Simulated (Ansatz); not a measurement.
# BH₅OSSi: one species, many methods

One table from this session's results is given with a row withheld; the runs are named, their logs left out.

The runs use Ansatz 0.2.0, Gaussian basis; functionals in def2-TZVPP, the program's frozen cores in correlated methods.

Levels to be run: LDA (SPW92), PBE-D4, revPBE-D4, BLYP-D4, r2SCAN-D4, B97M-V, PBE0-D4, B3LYP-D4, r2SCANh-D4, r2SCAN0-D4, HSE06-D4, BHLYP-D4, CAM-B3LYP-D4, LC-ωPBE, ωB97X-V, ωB97M-V, B2PLYP, PBE-QIDH; CCSD(T)/def2-SVP; CCSD(T)/def2-TZVPP; MP2/def2-QZVPP; extrapolation to the limit; RPA on PBE.

### The geometry

All runs share one geometry, relaxed beforehand with PBE0-D4 in a triple-zeta def2 set.

SMILES `BO[SiH2]S`, 9 atoms, charge 0, spin multiplicity 1.

Atoms are counted from 1 here; the program's logs count them from 0.

Bond lengths: B1–O2 1.349 Å, B1–H5 1.204 Å, B1–H6 1.198 Å, O2–Si3 1.655 Å, Si3–S4 2.122 Å, Si3–H7 1.478 Å, Si3–H8 1.481 Å, S4–H9 1.344 Å. Angles: O2–B1–H5 120.0°, O2–B1–H6 118.0°, H5–B1–H6 122.0°, B1–O2–Si3 131.3°, O2–Si3–S4 112.0°, O2–Si3–H7 105.8°, O2–Si3–H8 110.3°, S4–Si3–H7 110.8°, S4–Si3–H8 105.4°, H7–Si3–H8 112.8°, Si3–S4–H9 94.4°.

The first run:

File in.yaml:

```yaml
crystal:
  periodic: [false, false, false]
  atoms:
    - {symbol: B, position_ang: [-0.559157, 1.628196, 0.662607]}
    - {symbol: O, position_ang: [0.288449, 0.812171, 0.001904]}
    - {symbol: Si, position_ang: [0.503661, -0.827346, 0.073670]}
    - {symbol: S, position_ang: [-0.511207, -1.830445, -1.496868]}
    - {symbol: H, position_ang: [-1.296519, 1.178357, 1.500696]}
    - {symbol: H, position_ang: [-0.542821, 2.795125, 0.391991]}
    - {symbol: H, position_ang: [1.962434, -1.045272, -0.019958]}
    - {symbol: H, position_ang: [-0.077632, -1.367657, 1.324584]}
    - {symbol: H, position_ang: [0.321292, -1.389329, -2.455625]}
basis:
  gaussian: {orbitals: def2-TZVPP}
hamiltonian: {xc: lda}
output: {orbitals: {seedname: orbitals}}
```

On the command line:

```console
$ ansatz run in.yaml --threads 2 --pin off --events-out ev --progress --plain --max-ram 4352MiB
```

Among the steps run: LDA; PBE-D4 (GGA); revPBE-D4 (GGA); BLYP-D4 (GGA); r2SCAN-D4 (meta-GGA); B97M-V (meta-GGA); B3LYP-D4 (hybrid); r2SCANh-D4 (hybrid); r2SCAN0-D4 (hybrid); HSE06-D4 (hybrid); BHLYP-D4 (hybrid); CAM-B3LYP-D4 (range-separated); LC-ωPBE (range-separated); ωB97X-V (range-separated); ωB97M-V (range-separated); B2PLYP (double hybrid); PBE-QIDH (double hybrid).

One table of the session follows, with a row left open; its other results are not shown here.

It belongs to the step «Frontier levels by functional». 

| functional | HOMO (eV) | gap (eV) |
| --- | --- | --- |
| LDA (SPW92) | -6.82 | 4.74 |
| PBE-D4 | -6.69 | 4.90 |
| revPBE-D4 | -6.64 | 4.97 |
| BLYP-D4 | -6.51 | 4.85 |
| r2SCAN-D4 | -6.96 | 5.58 |
| B97M-V | -7.09 | 5.56 |
| PBE0-D4 | -7.91 | 7.14 |
| B3LYP-D4 | -7.64 | 6.63 |
| r2SCANh-D4 | -7.41 | 6.38 |
| r2SCAN0-D4 | -8.09 | 7.57 |
| HSE06-D4 | ? | ? |
| BHLYP-D4 | -8.96 | 9.19 |
| CAM-B3LYP-D4 | -9.22 | 9.52 |
| LC-ωPBE | -10.66 | 12.19 |
| ωB97X-V | -10.28 | 11.69 |
| ωB97M-V | -10.12 | 11.25 |

**Question.** Estimate the row for HSE06-D4.

The run gave: HOMO (eV): -7.50; gap (eV): 6.36. In the column «HOMO (eV)» it lies between B3LYP-D4 (-7.64) and r2SCANh-D4 (-7.41).
